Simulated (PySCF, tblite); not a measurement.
# C₃H₉NSeSi: geometry, infrared bands and NMR shifts

Wanted: the infrared bands and NMR shifts of C₃H₉NSeSi (`C/N=C/C[SiH2][SeH]`), by calculation.

The runs use tblite 0.8.0 and PySCF 2.14.0, with density-fitted response routines of our own; the level of theory stands in each step. All values are computed, except where a source is named. Atoms are numbered from 0 throughout.

**1. Starting geometry**

15 atoms, charge 0, multiplicity 1; geometry from: force field or distance geometry start.

Bonds of the start (Å): C0–N1 1.44, N1–C2 1.27, C2–C3 1.49, C3–Si4 1.88, Si4–Se5 2.29, C0–H6 1.10, C0–H7 1.12, C0–H8 1.11, C2–H9 1.09, C3–H10 1.11, C3–H11 1.12, Si4–H12 1.47, Si4–H13 1.47, Se5–H14 1.54.

**2. Optimising the geometry with GFN2-xTB**

Job settings and geometry (Å):

```
{"job": {"kind": "relax", "xc": "GFN2-xTB", "basis": "xTB"}, "charge": 0, "multiplicity": 1}
C      2.353500     0.858700    -0.362800
N      1.293100    -0.022900     0.068600
C      0.341300    -0.380200    -0.694100
C     -0.733300    -1.300100    -0.215800
Si    -1.787100    -0.482700     1.110200
Se    -2.789700     1.375500     0.229500
H      3.062900     1.023100     0.465700
H      1.919800     1.847300    -0.651500
H      2.891500     0.413300    -1.222800
H      0.284300    -0.018100    -1.718700
H     -1.392100    -1.599400    -1.055700
H     -0.271900    -2.227200     0.215300
H     -2.824500    -1.420500     1.569000
H     -0.936500    -0.094900     2.239600
H     -1.415800     2.036000     0.001600
```

Run with:

```
OMP_NUM_THREADS=1 python probes_run.py task.json out
```

One launch serves the whole session: the jobs run in the order shown.

**Question.** This job is followed by: GFN2-xTB harmonic vibrations, gas phase; GIAO PBE0/pcSseg-1 NMR shielding, non-relativistic, gas phase. What will the session give for the following? strongest single infrared mode (GFN2-xTB); zero-point energy (GFN2-xTB); ¹³C shifts against TMS (PBE0/pcSseg-1); ¹H shifts against TMS (PBE0/pcSseg-1, means over atoms taken as alike); ¹⁵N shifts against NH3 (PBE0/pcSseg-1); ²⁹Si shifts against TMS (PBE0/pcSseg-1); ⁷⁷Se shifts against Me2Se (PBE0/pcSseg-1); surface potential, 1st and 99th percentile.

**Answer**, as computed:

| quantity | value |
| --- | --- |
| strongest single infrared mode (GFN2-xTB) | 2084 cm⁻¹, 296 km/mol |
| zero-point energy (GFN2-xTB) | 67.8 kcal/mol |
| ¹³C shifts against TMS (PBE0/pcSseg-1) | 162.8, 51.5, 26.8 ppm |
| ¹H shifts against TMS (PBE0/pcSseg-1, means over atoms taken as alike) | 7.97, 4.99, 3.64, 2.08, 0.06 ppm |
| ¹⁵N shifts against NH3 (PBE0/pcSseg-1) | 378.3 ppm |
| ²⁹Si shifts against TMS (PBE0/pcSseg-1) | -29.4 ppm |
| ⁷⁷Se shifts against Me2Se (PBE0/pcSseg-1) | -530 ppm |
| surface potential, 1st and 99th percentile | -1.49 V and 1.19 V |

Relaxing lowered the energy by 0.289 eV in 86 steps; the close pair that moved most is Se5–H14, from 1.541 to 1.435 Å. All 39 modes are real, so the xTB geometry is a minimum. The strongest single mode, at 2084 cm⁻¹, moves mainly H14. GFN2-xTB is a fitted tight-binding method: band positions and strengths are rough. Its intensities can rank the bands wrongly. At PBE0/pcSseg-1: The largest span, 725 ppm, is at N1, where the paramagnetic term is -439 ppm. At PBE0/pcSseg-1, counted by nearest atom on the grid, the HOMO lies on Se5 67 %; N1 9 %, the LUMO on N1 23 %; C2 21 %. Spin-orbit coupling is left out, which matters for shieldings and couplings at and beside the heavy atoms.
